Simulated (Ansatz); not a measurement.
# BClGaH3: small, medium and large basis sets

An exercise on one series of results from a longer session: the logs are not shown, and one member is left open.

Program: Ansatz 0.2.0, Gaussian basis. Level of theory: one geometry, several basis sets. These are calculated values, not measurements.

Plan: PBE0-D4/def2-SVP; ωB97M-V/def2-SVP; PBE0-D4/def2-QZVPP; ωB97M-V/def2-QZVPP; the functionals' def2-TZVPP values are taken from earlier runs.

## Structure used throughout

All runs share one geometry, relaxed beforehand with PBE0-D4 in a triple-zeta def2 set.

SMILES `Cl[BH][GaH2]`, 6 atoms, charge 0, spin multiplicity 1.

Atoms are counted from 1 here; the program's logs count them from 0.

Bond lengths: Cl1–B2 1.749 Å, B2–Ga3 2.085 Å, B2–H4 1.196 Å, Ga3–H5 1.573 Å, Ga3–H6 1.573 Å. Angles: Cl1–B2–Ga3 119.1°, Cl1–B2–H4 114.7°, Ga3–B2–H4 126.2°, B2–Ga3–H5 121.6°, B2–Ga3–H6 121.5°, H5–Ga3–H6 116.9°.

The first run:

The input, in.yaml:

```yaml
crystal:
  periodic: [false, false, false]
  atoms:
    - {symbol: Cl, position_ang: [-0.771564, -2.064153, 0.922079]}
    - {symbol: B, position_ang: [-0.515241, -0.875284, -0.335415]}
    - {symbol: Ga, position_ang: [0.494948, 0.888470, 0.128801]}
    - {symbol: H, position_ang: [-0.955751, -1.176420, -1.405844]}
    - {symbol: H, position_ang: [2.059758, 0.997640, 0.006484]}
    - {symbol: H, position_ang: [-0.270050, 2.165747, 0.637594]}
basis:
  gaussian: {orbitals: def2-SVP}
hamiltonian: {xc: pbe0, dispersion: d4}
output: {orbitals: {seedname: orbitals}}
```

The run is started by

```console
> ansatz run in.yaml --threads 2 --pin off --events-out ev --progress --plain --max-ram 4352MiB
```

Steps of the session up to this table: PBE0-D4 in def2-SVP; ωB97M-V in def2-SVP; PBE0-D4 in def2-QZVPP; ωB97M-V in def2-QZVPP.

One table of the session follows, with a row left open; its other results are not shown here.

It belongs to the step «Functionals by basis». 

```
functional       basis  HOMO (eV)  LUMO (eV)
   PBE0-D4    def2-SVP      -7.30      -1.91
   PBE0-D4  def2-TZVPP      -7.38      -2.04
   PBE0-D4  def2-QZVPP      -7.39      -2.07
   ωB97M-V    def2-SVP          ?          ?
   ωB97M-V  def2-TZVPP      -9.50      -0.13
   ωB97M-V  def2-QZVPP      -9.52      -0.27
```

**Question.** Estimate the row for ωB97M-V, def2-SVP.

As computed: HOMO (eV): -9.39; LUMO (eV): -0.03. In the column «HOMO (eV)» it lies between ωB97M-V, def2-TZVPP (-9.50) and PBE0-D4, def2-QZVPP (-7.39).
